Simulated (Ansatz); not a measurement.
# FH4NSSi: taking an electron away

Aim: the vertical ionisation energy of FH4NSSi, as cation minus neutral at the neutral's geometry, on several levels, and how well −ε(HOMO) stands in for it.

The runs use Ansatz 0.2.0, Gaussian basis; unrestricted cation, the program's frozen cores in correlated methods.

Plan: UKS PBE-D4/def2-TZVPP; UKS r2SCAN-D4/def2-TZVPP; UKS PBE0-D4/def2-TZVPP; UKS B3LYP-D4/def2-TZVPP; UKS wB97X-V/def2-TZVPP; UKS wB97M-V/def2-TZVPP; UKS B2PLYP/def2-TZVPP; UHF-CCSD(T)/def2-TZVPP; UHF-MP2/def2-QZVPP; extrapolation to the limit; then −ε(HOMO) from the neutral's earlier runs with LDA (SPW92), PBE-D4, revPBE-D4, BLYP-D4, r2SCAN-D4, B97M-V, PBE0-D4, B3LYP-D4, r2SCANh-D4, r2SCAN0-D4, HSE06-D4, BHLYP-D4, CAM-B3LYP-D4, LC-ωPBE, ωB97X-V, ωB97M-V.

## (1) The geometry

An earlier PBE0-D4 in a triple-zeta def2 set relaxation fixed the geometry.

SMILES `N[SiH](F)S`, 8 atoms, charge 0, spin multiplicity 1.

Atoms are counted from 1 here; the program's logs count them from 0.

Bond lengths: N1–Si2 1.688 Å, N1–H5 1.006 Å, N1–H6 1.006 Å, Si2–F3 1.602 Å, Si2–S4 2.122 Å, Si2–H7 1.477 Å, S4–H8 1.344 Å. Angles: Si2–N1–H5 122.0°, Si2–N1–H6 122.7°, H5–N1–H6 112.8°, N1–Si2–F3 115.9°, N1–Si2–S4 106.2°, N1–Si2–H7 108.1°, F3–Si2–S4 106.4°, F3–Si2–H7 105.1°, S4–Si2–H7 115.5°, Si2–S4–H8 93.8°.

## (2) Cation, UKS PBE-D4/def2-TZVPP

in.yaml reads:

```yaml
crystal:
  periodic: [false, false, false]
  atoms:
    - {symbol: N, position_ang: [-0.902111, 0.955918, 0.412186]}
    - {symbol: Si, position_ang: [0.375505, -0.130009, 0.216298]}
    - {symbol: F, position_ang: [1.704272, 0.467288, -0.448992]}
    - {symbol: S, position_ang: [-0.326787, -1.638034, -1.101140]}
    - {symbol: H, position_ang: [-0.992831, 1.530770, 1.232746]}
    - {symbol: H, position_ang: [-1.456570, 1.286806, -0.359432]}
    - {symbol: H, position_ang: [0.790455, -0.596246, 1.554503]}
    - {symbol: H, position_ang: [0.900267, -1.933492, -1.561969]}
basis:
  gaussian: {orbitals: def2-TZVPP}
total_charge: 1
magnetization: {spin_polarized: true, initial_magnetization: 1}
hamiltonian: {xc: pbe, dispersion: d4}
```

The runs that follow: Cation, UKS r2SCAN-D4/def2-TZVPP; Cation, UKS PBE0-D4/def2-TZVPP; Cation, UKS B3LYP-D4/def2-TZVPP; Cation, UKS wB97X-V/def2-TZVPP; Cation, UKS wB97M-V/def2-TZVPP; Cation, UKS B2PLYP (frozen core)/def2-TZVPP; Cation, UHF-CCSD(T)/def2-TZVPP; Cation, UHF-MP2/def2-QZVPP.

**Question.** What will the summary of the whole plan be? Wanted: ionisation energy, CCSD(T)/CBS; nearest functional by difference; nearest −ε(HOMO); −ε(HOMO) of PBE; T1 of the cation.

The runs gave:

| quantity | value |
| --- | --- |
| ionisation energy, CCSD(T)/CBS | 10.29 eV |
| nearest functional by difference | ωB97X-V (-0.15 eV) |
| nearest −ε(HOMO) | LC-ωPBE (+0.15 eV) |
| −ε(HOMO) of PBE | 6.41 eV |
| T1 of the cation | 0.016 |

What this shows: Energy differences with functionals land within 0.65 eV of the reference. −ε(HOMO) of PBE misses by 3.9 eV, since self-interaction lifts the level. Among orbital estimates LC-ωPBE comes nearest. Hartree-Fock falls 1.23 eV short, as the neutral has more correlation energy than the cation.
